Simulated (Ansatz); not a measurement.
# C2H9BFNSn: the cost of one run

Method: RKS B3LYP-D4/def2-SVP, in Ansatz 0.2.0.

**1. The structure to begin with**

Bond lengths: B1–C2 1.638 Å, C2–C3 1.556 Å, C3–F4 1.283 Å, C3–Sn5 2.137 Å, Sn5–N6 2.078 Å, B1–H7 1.182 Å, B1–H8 1.129 Å, C2–H9 1.150 Å, C2–H10 1.117 Å, C3–H11 1.086 Å, Sn5–H12 1.769 Å, Sn5–H13 1.798 Å, N6–H14 1.040 Å, N6–H15 1.062 Å. Angles (14 of 24 angles, heavy atoms first): B1–C2–C3 113.3°, C2–C3–F4 109.4°, C2–C3–Sn5 108.9°, F4–C3–Sn5 110.7°, C3–Sn5–N6 109.5°, B1–C2–H9 109.4°, B1–C2–H10 107.1°, C3–C2–H9 109.8°, C3–C2–H10 110.9°, C2–B1–H7 116.7°, C2–B1–H8 119.6°, C2–C3–H11 108.6°, F4–C3–H11 111.3°, Sn5–C3–H11 107.8°.

Structure file:

```xyz
15

B     0.8578   -2.5532   -0.2760
C     0.6615   -0.9717    0.1012
C    -0.3051   -0.2241   -0.8622
F    -1.4813   -0.7264   -0.7606
Sn   -0.3231    1.8514   -0.3525
N    -0.9565    2.0756    1.6144
H     0.2585   -2.9545   -1.2127
H     1.5437   -3.1953    0.3499
H     0.2813   -0.8818    1.1824
H     1.6756   -0.5033    0.0901
H     0.0761   -0.3145   -1.8755
H     1.2995    2.5437   -0.4840
H    -1.4857    2.7185   -1.4151
H    -0.2768    1.5813    2.2275
H    -1.8472    1.5036    1.7025
```

**2. Relaxing end A**

Input file input.yaml:

```yaml
crystal:
  periodic: [false, false, false]
  atoms:
    - { symbol: B, position_ang: [0.8578, -2.5532, -0.276] }
    - { symbol: C, position_ang: [0.6615, -0.9717, 0.1012] }
    - { symbol: C, position_ang: [-0.3051, -0.2241, -0.8622] }
    - { symbol: F, position_ang: [-1.4813, -0.7264, -0.7606] }
    - { symbol: Sn, position_ang: [-0.3231, 1.8514, -0.3525] }
    - { symbol: "N", position_ang: [-0.9565, 2.0756, 1.6144] }
    - { symbol: H, position_ang: [0.2585, -2.9545, -1.2127] }
    - { symbol: H, position_ang: [1.5437, -3.1953, 0.3499] }
    - { symbol: H, position_ang: [0.2813, -0.8818, 1.1824] }
    - { symbol: H, position_ang: [1.6756, -0.5033, 0.0901] }
    - { symbol: H, position_ang: [0.0761, -0.3145, -1.8755] }
    - { symbol: H, position_ang: [1.2995, 2.5437, -0.484] }
    - { symbol: H, position_ang: [-1.4857, 2.7185, -1.4151] }
    - { symbol: H, position_ang: [-0.2768, 1.5813, 2.2275] }
    - { symbol: H, position_ang: [-1.8472, 1.5036, 1.7025] }
basis:
  gaussian: { orbitals: def2-SVP }
hamiltonian:
  xc: b3lyp
  dispersion: d4
relax:
  f_tol: 0.015
  max_steps: 40
```

Launch:

```bash
$ ansatz run input.yaml --threads 2 --pin off --max-ram 3072MiB --backend cpu --events-out ev --progress --plain --runs-dir out
```

**Question.** How long does this run take on 2 threads of Arm Neoverse V2, shared host, and how much memory does it need?

About 1.8 min, with a peak of 0.43 GiB.
